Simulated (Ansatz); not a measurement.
# Si3W4N4O12: the cost of one run

Program: Ansatz 0.2.0. Level of theory: DFT PBE, scalar-relativistic, plane waves, PAW. These are calculated values, not measurements.

## 1. The system as given

The cell holds 23 atoms (N4O12Si3W4): a = 6.676 Å, b = 6.658 Å, c = 6.611 Å, α = 93.36°, β = 85.42°, γ = 86.70°.

It is the last frame of an earlier stage of the same melt, run at 3800 K.

The coordinates stand in the first input below.

## 2. The last frame at 3800 K on a finer mesh

The electrons keep the Fermi-Dirac width of that temperature.

Contents of input.yaml:

```yaml
crystal:
  lattice:
    - [6.66777, 0.196322, 0.268763]
    - [0.196322, 6.652151, -0.198532]
    - [0.268763, -0.198532, 6.602412]
  atoms:
    - { symbol: Si, position: [0.7928059273, 0.597133857, 0.776919297] }
    - { symbol: Si, position: [0.4835616978, 0.3086490096, 0.7200262978] }
    - { symbol: Si, position: [0.6017906074, 0.2606777381, 0.3285292719] }
    - { symbol: "N", position: [0.0914537039, 0.989142519, 0.8007574113] }
    - { symbol: "N", position: [0.6471927275, 0.8295197058, 0.9781539368] }
    - { symbol: "N", position: [0.2635678649, 0.5898902145, 0.8134189937] }
    - { symbol: "N", position: [0.5133984767, 0.5273723963, 0.3631849309] }
    - { symbol: W, position: [0.3094762081, 0.7973519392, 0.6961283244] }
    - { symbol: W, position: [0.0970379684, 0.5306082291, 0.3268064163] }
    - { symbol: W, position: [0.6206520022, 0.7695348518, 0.2956236166] }
    - { symbol: W, position: [0.1326038429, 0.2350177358, 0.8365426682] }
    - { symbol: O, position: [0.2669644005, 0.3100414643, 0.5435836584] }
    - { symbol: O, position: [0.4391602947, 0.921171226, 0.0306108206] }
    - { symbol: O, position: [0.6273288301, 0.4551598958, 0.7431146717] }
    - { symbol: O, position: [0.9457567793, 0.4360781998, 0.9405164982] }
    - { symbol: O, position: [0.6222729187, 0.7603951237, 0.6208485579] }
    - { symbol: O, position: [0.8989313082, 0.4502349489, 0.5423483109] }
    - { symbol: O, position: [0.219031127, 0.2764909073, 0.2083006339] }
    - { symbol: O, position: [0.5767467861, 0.1037307265, 0.5355536982] }
    - { symbol: O, position: [0.071397046, 0.7716169361, 0.5231223747] }
    - { symbol: O, position: [0.8900379406, 0.6946895082, 0.2232798064] }
    - { symbol: O, position: [0.7709031719, 0.1084984811, 0.2120728148] }
    - { symbol: O, position: [0.217493805, 0.7051401287, 0.1771570833] }
basis:
  ecutwfc: 420
kpoints:
  mp_grid: { grid: [3, 3, 3] }
hamiltonian:
  xc: pbe
scf:
  occupations: { method: fermi_dirac, width: 0.3275 }
output:
  forces: true
  stress: true
  eigenvalues: true
  populations: true
  write_density: true
  write_potential: true
  elf: true
  volumetric_format: npy
```

Launch:

```bash
$ ansatz run input.yaml --threads 2 --pin off --max-ram 5120MiB --backend cpu --events-out ev --progress --plain --runs-dir out
```

**Question.** How long does this run take on 2 threads of Arm Neoverse V1, shared host, and how much memory does it need?

About 52 s, with a peak of 0.87 GiB.
